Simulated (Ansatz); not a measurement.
Turn this script for Ansatz's Python interface into the input file that the command-line program reads.

`energy_ch6albo.py`:
```python
'''Electronic structure of the CH6AlBO molecule.'''

import sys

import ansatz as az
import numpy as np

BASIS_SET = '6-31G*'
FUNCTIONAL = 'B3LYP'

mol = (
    az.Crystal.molecule()
    .atom('B', (-1.352, 0.6623, -0.6362))
    .atom('C', (-0.7199, -0.6308, -0.1336))
    .atom('Al', (0.9208, -0.1855, 0.8461))
    .atom('O', (2.3868, 0.7181, 0.0094))
    .atom('H', (-1.551, 0.879, -1.8234))
    .atom('H', (-1.7779, 1.5343, 0.1227))
    .atom('H', (-0.4371, -1.2727, -0.9942))
    .atom('H', (-1.3769, -1.1502, 0.5321))
    .atom('H', (1.113, -0.5981, 2.4323))
    .atom('H', (2.8772, -0.0076, -0.3522))
)

job = (
    mol.calculation()
    .basis(gaussian=BASIS_SET)
    .functional(FUNCTIONAL)
    .forces()
)
try:
    summary = job.run().report
except az.AnsatzError as error:
    sys.exit(f'{type(error).__name__}: {error}')

for key in ('converged', 'free_energy_ev', 'reference_energy_ev', 'n_frozen', 'n_occupied', 'n_virtual'):
    print(f'{key:22s} {summary[key]}')

field = summary['mean_field']
print('<S^2> =', round(abs(field['state']['spin_squared']), 4), ' all-electron relativity setting:', field['relativity'])
print('passes:', field['passes'])
if 'symmetry' in field:
    print('occupied orbitals by irrep:', field['symmetry']['occupied'])

symbols = [site.symbol for site in mol.cartesian_sites]
forces = np.array(summary['forces_ev_ang'])
print('largest force', round(float(np.linalg.norm(forces, axis=1).max()), 4), 'eV/A, rms', round(float(np.sqrt((forces ** 2).mean())), 4))

charges = summary['charge_distribution']
dipole = np.array(charges['dipole_moment_e_ang']) * 4.803205
print('dipole (D): {:.3f} {:.3f} {:.3f}, length {:.3f}'.format(*dipole, np.linalg.norm(dipole)))
print('atom  Mulliken   Lowdin')
for symbol, m, l in zip(symbols, charges['mulliken_charges_e'], charges['lowdin_charges_e']):
    print(f'{symbol:4s} {m:9.3f} {l:8.3f}')
```

```console
$ python energy_ch6albo.py
converged              True
free_energy_ev         -10455.520925522624
reference_energy_ev    -10455.520925522624
n_frozen               0
n_occupied             [19, 19]
n_virtual              [57, 57]
<S^2> = 0.0  all-electron relativity setting: none
passes: {'evaluations': 15, 'products': 11}
occupied orbitals by irrep: [{'A': 19}, {'A': 19}]
largest force 3.646 eV/A, rms 0.9839
dipole (D): -0.375 -2.653 -0.006, length 2.679
atom  Mulliken   Lowdin
B        0.103   -0.109
C       -0.607   -0.366
Al       0.672    0.328
O       -0.751   -0.432
H       -0.022    0.016
H       -0.032    0.025
H        0.169    0.167
H        0.195    0.187
H       -0.115   -0.095
H        0.389    0.278
```

`input.yaml`:
```yaml
crystal:
  periodic: [false, false, false]
  atoms:
    - { symbol: B, position_ang: [-1.352, 0.6623, -0.6362] }
    - { symbol: C, position_ang: [-0.7199, -0.6308, -0.1336] }
    - { symbol: Al, position_ang: [0.9208, -0.1855, 0.8461] }
    - { symbol: O, position_ang: [2.3868, 0.7181, 0.0094] }
    - { symbol: H, position_ang: [-1.551, 0.879, -1.8234] }
    - { symbol: H, position_ang: [-1.7779, 1.5343, 0.1227] }
    - { symbol: H, position_ang: [-0.4371, -1.2727, -0.9942] }
    - { symbol: H, position_ang: [-1.3769, -1.1502, 0.5321] }
    - { symbol: H, position_ang: [1.113, -0.5981, 2.4323] }
    - { symbol: H, position_ang: [2.8772, -0.0076, -0.3522] }
basis:
  gaussian: { orbitals: "6-31G*" }
hamiltonian:
  xc: b3lyp
output:
  forces: true
```

On the command line:
```console
$ ansatz run input.yaml --threads 1 --pin off --max-ram 4096MiB --backend cpu --events-out ev --progress --plain --runs-dir out
Engine: ansatz 0.2.0, x86_64-unknown-linux-gnu
Functional definition: B3LYP
  parameter a0 = 0.2
  parameter ax = 0.72
  parameter ac = 0.81
  exchange = (1 - a0 - ax)*slater_x + ax*b88_x + a0*exact_x
  correlation = (1 - ac)*vwn_rpa_c + ac*lyp_c
766 factors; integrals over basis functions are off by at most 6.1e-4 eV
mean field evaluation 1: about -10445.4788 eV, gradient 7.0e1 eV
mean field evaluation 2: about -10416.3301 eV, gradient 1.3e2 eV
mean field evaluation 4: about -10455.1944 eV, gradient 8.9e0 eV
mean field evaluation 8: about -10455.5204 eV, gradient 2.7e-1 eV
mean field evaluation 16: about -10455.5207 eV, gradient 1.6e-5 eV
mean field -10455.52065163 eV, -384.2332969411 hartree, gradient 1.7e-5 eV, S^2 0.000000; 0 other end points of the search recorded, 0 dependent functions left out
the calculation of the forces begins
reference -10455.52092552 eV, -384.2333070063 hartree; 19, 19 occupied and 57, 57 virtual orbitals, 766 factors
Total energy: -10455.52092552 eV, -384.2333070063 hartree
Atom 0 at    -1.352000     0.662300    -0.636200 Å, force    -1.015328     1.015362    -0.366261 eV/Å
Atom 1 at    -0.719900    -0.630800    -0.133600 Å, force     0.978287     0.090537    -1.358058 eV/Å
Atom 2 at     0.920800    -0.185500     0.846100 Å, force     2.098552     1.192829    -0.136756 eV/Å
Atom 3 at     2.386800     0.718100     0.009400 Å, force    -3.101154    -0.745161     1.766673 eV/Å
Atom 4 at    -1.551000     0.879000    -1.823400 Å, force     0.404087    -0.019520     0.486206 eV/Å
Atom 5 at    -1.777900     1.534300     0.122700 Å, force     0.246583    -0.528752    -0.238361 eV/Å
Atom 6 at    -0.437100    -1.272700    -0.994200 Å, force    -0.201625    -0.004277     0.405446 eV/Å
Atom 7 at    -1.376900    -1.150200     0.532100 Å, force    -0.368374    -0.463012     0.883054 eV/Å
Atom 8 at     1.113000    -0.598100     2.432300 Å, force    -0.086044     0.222232    -0.731658 eV/Å
Atom 9 at     2.877200    -0.007600    -0.352200 Å, force     1.045017    -0.760238    -0.710285 eV/Å
Dipole moment:    -0.078066    -0.552356    -0.001297 e Å
```

Notes:
- Total energies depend on the basis set; only differences at equal settings carry meaning.
- The geometry is a force-field or estimated start, not a minimum of this method, and the basis set is short of its limit.
- The Löwdin charges here are taken after orthogonalising the functions within each atom; they differ from plain Löwdin charges, and their signs can be unphysical.
- b3lyp holds the VWN-RPA fit, as in Gaussian; the form of ORCA and Turbomole is b3lyp5.
- Wall time of the script: 2.9 s on 1 thread of AMD EPYC 7B13 (Zen 3) (shared host), peak memory 0.21 GiB.

(Lines on the test bed's own set-up are left out of the output.)
